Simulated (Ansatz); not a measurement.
**TiH+ (quintet): PBE, r2SCAN, PBE0, B3LYP, wB97M-V, B2PLYP, RPA-PBE over vertical gaps between states, def2-TZVPP**

How well do these functionals follow the top wave-function level for TiH+ (quintet) over vertical gaps between states?

Method: def2-TZVPP, all electrons in the functionals, frozen cores in the correlation of double hybrids and RPA; program: Ansatz 0.2.0, Gaussian basis.

The runs, in order: PBE, r2SCAN, PBE0, B3LYP, wB97M-V, B2PLYP, RPA-PBE, at charge 1, quintet; charge 1, triplet.

10 further runs of the same task are left out: 4 for a known fault of the program, 1 that didn't finish, 5 set aside as unsound or not needed.

### 1 The geometry

The geometry is a PBE0/def2-TZVP stationary point (not a proven minimum).

2 atoms, charge 1, spin multiplicity 5.

Atoms are counted from 1 here; the program's logs count them from 0.

Bond lengths: Ti1–H2 2.236 Å.

No dispersion term is added; wB97M-V holds VV10 nonlocal correlation. B3LYP takes the VWN-RPA correlation.

The geometry shown and the zero of energy belong to the point charge 1, quintet. The yardstick, FCI, and other wave-function levels (R restricted, U unrestricted, valence and pair active spaces) come from earlier runs.

### 2 PBE, charge 1, quintet

Input file in.yaml:

```yaml
crystal:
  periodic: [false, false, false]
  atoms:
    - {symbol: Ti, position_ang: [0.000000, 0.000000, 0.000000]}
    - {symbol: H, position_ang: [0.000000, 0.000000, 2.235600]}
basis:
  gaussian: {orbitals: def2-TZVPP}
total_charge: 1
magnetization: {spin_polarized: true, initial_magnetization: 4}
hamiltonian: {xc: {name: PBE}}
output: {orbitals: {seedname: orbitals}}
```

Launch:

```console
$ ansatz run in.yaml --threads 1 --pin off --events-out ev --progress --plain --max-ram 2393MiB
```

Further steps of the session: PBE, charge 1, triplet; r2SCAN, charge 1, quintet; r2SCAN, charge 1, triplet; PBE0, charge 1, quintet; PBE0, charge 1, triplet; B3LYP, charge 1, quintet; B3LYP, charge 1, triplet; wB97M-V, charge 1, quintet; wB97M-V, charge 1, triplet; B2PLYP, charge 1, quintet; B2PLYP, charge 1, triplet; RPA-PBE, charge 1, quintet; RPA-PBE, charge 1, triplet.

Before running them: what should the planned runs give, taken together? Wanted: quintet to triplet, FCI; largest miss, PBE; largest miss, B3LYP; largest miss, wB97M-V; largest miss, B2PLYP; largest miss, RPA-PBE; largest miss, RCCSD(T).

As calculated:

```
               quantity                               value
quintet to triplet, FCI                      -36.9 kcal/mol
      largest miss, PBE  +8.3 kcal/mol (quintet to triplet)
    largest miss, B3LYP  +5.0 kcal/mol (quintet to triplet)
  largest miss, wB97M-V  +6.9 kcal/mol (quintet to triplet)
   largest miss, B2PLYP  +5.1 kcal/mol (quintet to triplet)
  largest miss, RPA-PBE  +4.3 kcal/mol (quintet to triplet)
 largest miss, RCCSD(T)  +0.1 kcal/mol (quintet to triplet)
```

In words: Of the functionals, RPA-PBE keep the smallest largest miss at the points compared (at most 4.3 kcal/mol) and PBE strays most (8.3 kcal/mol, at quintet to triplet). Functionals and the yardstick converge differently with the basis, so part of each miss in def2-TZVPP is the basis.
